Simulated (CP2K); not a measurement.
## In3Cu under changes of volume

One of the cells (22.521 Å³/atom); the others are scaled copies at fixed shape and fractional positions:

```
In Cu
1.0
     4.48277    0.00000    0.00000
     0.00000    4.48277    0.00000
     0.00000    0.00000    4.48277
In Cu
3 1
Direct
  0.50000 0.50000 0.00000
  0.50000 0.00000 0.50000
  0.00000 0.50000 0.50000
  0.00000 0.00000 0.00000
```

The cell comes from a database or a generator and needn't be the stable form of this composition.

```yaml
Program: CP2K 2026.2
Functional: PBEsol
Potentials_or_basis: POTENTIAL_UZH In GTH-PBE-q13, Cu GTH-PBE-q11; TZVP-MOLOPT-PBE-GTH basis
Density_cutoff: 6123 eV
k_mesh: 6 × 6 × 6
Occupations: fermi-dirac, width 0.05 eV
Spin: no spin polarisation
```

| volume (Å³/atom) | energy over the lowest point (meV/atom) | pressure (GPa) |
| --- | --- | --- |
| 21.169 | 0.22 | 0.7 |
| 21.620 | 0.00 | -0.6 |
| 22.070 | 3.06 | -1.6 |
| 22.521 | 9.08 | -2.6 |
| 22.971 | 17.71 | -3.5 |
| 23.421 | 28.62 | -4.2 |
| 23.872 | ? | ? |

Problem. What does the run at 23.872 Å³/atom give?

Solution. Energy over the lowest point 41.47 meV/atom; pressure -4.8 GPa.

Worked out: A Birch-Murnaghan fit of order 3 (a polynomial in V^(-2/3)) to the other rows has its minimum at 21.42 Å³/atom with B0 = V·E''(V) = 59 GPa and B' = 4.7. It gives 41.63 meV/atom at 23.872 Å³/atom, against the run's 41.47, and -dE/dV = -5.0 GPa, against -4.8.

Energies are extrapolated to zero smearing.

Caveats: the potentials were made for another functional, which shifts forces and pressure; the basis of atomic orbitals isn't converged, which shifts pressures, moduli and gaps.
